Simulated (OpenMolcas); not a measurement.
# Pd²⁺ among point charges: CASSCF and CASPT2 levels and susceptibility

How does a field of 6 point charges split the states of Pd²⁺, and what χT follows?

The numbers are computed with OpenMolcas 26.06 (state-averaged CASSCF and CASPT2, spin-orbit coupling by RASSI with atomic mean-field integrals), except any that are marked as measured or tabulated.

## (1) The atom as given

```
Species                           : Pd²⁺ (palladium, Z = 46, 44 electrons)
Basis                             : ANO-RCC-VDZP [6s5p3d1f], 43 functions
Scalar Hamiltonian                : DKH2, point nucleus
Inactive shells                   : 1s 2s 2p 3s 3p 3d 4s 4p
Active space                      : 8 electrons in 5 orbitals (4d)
Some configurations of this space : 4d8
Orbitals                          : optimised for each spin and parity, averaged over all roots
```

Outer shells as boxes (Hund's rule):

4d8
```
4d [↑↓][↑↓][↑↓][↑ ][↑ ]
```

The ion sits among 6 point charges of -1.7 e arranged as an octahedron (Oh), 2.05 Å from the ion.

The work runs as a chain of OpenMolcas steps in one folder; each step below is one input file. Labels, J, g values, rates, χT and fits are worked out afterwards by a script from the matrices that RASSI stores. The input lists half of the charges; inversion (Group=XYZ) makes the rest.

## (2) GATEWAY and SEWARD: basis and integrals

File a.inp:

```
&GATEWAY
Coord
1

Pd 0.0 0.0 0.0
Basis=ANO-RCC-VDZP
Group=XYZ
NoMove
AngMom=0.0 0.0 0.0
AMFI
XField
3 Angstrom 0
2.050000 0.000000 0.000000 -1.700000
0.000000 2.050000 0.000000 -1.700000
0.000000 0.000000 2.050000 -1.700000
&SEWARD
```

Started as:

```bash
$ OMP_NUM_THREADS=1 MOLCAS_MEM=1689 MOLCAS_PROJECT=a pymolcas a.inp > a.log
```

## (3) CASSCF: triplets of even parity, 10 roots

File a.inp:

```
&RASSCF
FileOrb=start.orb
Symmetry=1
Spin=3
nActEl=8 0 0
Inactive=9 9
Ras2=5 0
CIRoot=10 10 1
SDav=10
CIMx=300
Iter=120 100
PrWF=0.3
OrbListing=Nothing
MaxOrb=0
>>> COPY $Project.JobIph JOB001
```

start.orb holds the contracted functions of the basis, ordered by shell, or the orbitals of the step before.

## (4) Reference wave functions, singlets of even parity, 15 roots

File a.inp:

```
&RASSCF
FileOrb=start.orb
Symmetry=1
Spin=1
nActEl=8 0 0
Inactive=9 9
Ras2=5 0
CIRoot=15 15 1
SDav=15
CIMx=300
Iter=120 100
PrWF=0.3
OrbListing=Nothing
MaxOrb=0
>>> COPY $Project.JobIph JOB002
```

## (5) State interaction with spin-orbit coupling

File a.inp:

```
&RASSI
NrOfJobIphs=2 10 15
1 2 3 4 5 6 7 8 9 10
1 2 3 4 5 6 7 8 9 10 11 12 13 14 15
IphNames
JOB001
JOB002
EJob
SpinOrbit
DIPRint=1.0
SOCoupling=1000.0
Subsets=2
Property=9
'ANGMOM' 1 'ANGMOM' 2 'ANGMOM' 3 'MLTPL  1' 1 'MLTPL  1' 2 'MLTPL  1' 3
'AMFI' 1 'AMFI' 2 'AMFI' 3
SOProperty=3
'ANGMOM' 1 'ANGMOM' 2 'ANGMOM' 3
```

## (6) CASPT2: IPEA 0.25, imaginary shift 0.1 (closed shells correlated: 4s 4p)

File a.inp:

```
>>> COPY JOB001 $Project.JobIph
&CASPT2
Multistate=10 1 2 3 4 5 6 7 8 9 10
NoMult
Frozen=8 6
IPEA=0.25
Imaginary=0.1
MaxIter=60
WThr=0.0 0.3 0.05
PrWF=0.5
NoMix
>>> COPY JOB002 $Project.JobIph
&CASPT2
Multistate=15 1 2 3 4 5 6 7 8 9 10 11 12 13 14 15
NoMult
Frozen=8 6
IPEA=0.25
Imaginary=0.1
MaxIter=60
WThr=0.0 0.3 0.05
PrWF=0.5
NoMix
```

(Steps that only read results are left out.)

What does the calculation give? Wanted: spin-free ground state; first state of the same spin within the active space; lowest level; next level.

The runs gave:

```
                                            quantity                                                                        value
                                              method  SS-CASPT2, IPEA 0.25, imaginary shift 0.1 (closed shells correlated: 4s 4p)
                              spin-free ground state                                              3A2, 1-fold in its orbital part
first state of the same spin within the active space                                                             3T2 at 7960 cm⁻¹
                                        lowest level                                                                    3-fold T2
                                          next level                                                                  7093.1 cm⁻¹
                                         χT at 300 K                                                               1.81 cm³ K/mol
                           effective moment at 300 K                                                                      3.80 μB
```

Cost by method:

```tsv
method	time of its own steps	time with the reference
A. CASSCF	4.6 s	4.6 s
B. SS-CASPT2, IPEA 0.25, imaginary shift 0.1, +4s 4p	1.6 s	6.2 s
```

Times are of one thread on a shared host.

What this shows: The spin-free ground state (3A2) comes to 100 % from free-ion F terms and keeps the highest spin of the shell. χT at 300 K is 1.81, against 1.00 cm³ K/mol for the spin alone, so orbital moment adds to it. A ligand-field fit to the states below 45000 cm-1 gives 10Dq = 8224 cm-1, B = 838 cm-1 and C = 3410 cm-1 (C/B = 4.07), with a deviation of 339 cm-1. CASPT2 does not keep the components of a term degenerate, and the means are used. The field of point charges can differ much from that of real complexes. This is an electrostatic model: the charges have no orbitals.
